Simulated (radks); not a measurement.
# Ionisation energy and size from Mg to Ar

The task here is to estimate one member of a computed series from the others.

Method: non-relativistic Kohn-Sham, r2SCAN, spin-polarised, spherical densities, point nucleus; open shells are filled with parallel spins first. Code: radks (a radial shooting solver on a logarithmic mesh, Libxc functionals) version 1.

## The atom as given

- species: Mg, Al, Si, P, S, Cl, Ar
- runs: 14, each species and its next ion

The first run:

The run's settings:

```text
Z 12
configuration [Ne] 3s2
relativity non-relativistic
functional r2scan,r2scan
spin polarised
nucleus point
```

Steps of the session up to this table: Mg, [Ne] 3s2; Mg⁺, [Ne] 3s1; Al, [Ne] 3s2 3p1; Al⁺, [Ne] 3s2; Si, [Ne] 3s2 3p2; Si⁺, [Ne] 3s2 3p1; P, [Ne] 3s2 3p3; P⁺, [Ne] 3s2 3p2; S, [Ne] 3s2 3p4; S⁺, [Ne] 3s2 3p3; Cl, [Ne] 3s2 3p5; Cl⁺, [Ne] 3s2 3p4; Ar, [Ar]; Ar⁺, [Ne] 3s2 3p5.

One of the session's tables, all rows but one given; the rest of the session is left out.

```
species  Δ-SCF (eV)  −ε(HOMO) (eV)  its <r> (bohr)
     Mg           ?              ?               ?
     Al       5.908          3.065            3.37
     Si       8.423          4.846            2.72
      P      10.915          6.696            2.31
      S       9.953          5.888            2.12
     Cl      13.116          8.302            1.86
     Ar      16.171         10.727            1.66
```

Estimate the missing values for Mg.

**Answer.** Δ-SCF (eV): 7.369; −ε(HOMO) (eV): 4.811; its <r> (bohr): 3.18. In the column «Δ-SCF (eV)» it lies between Al (5.908) and Si (8.423).

Open shells are spherical and high-spin; term and fine-structure splittings are not resolved.
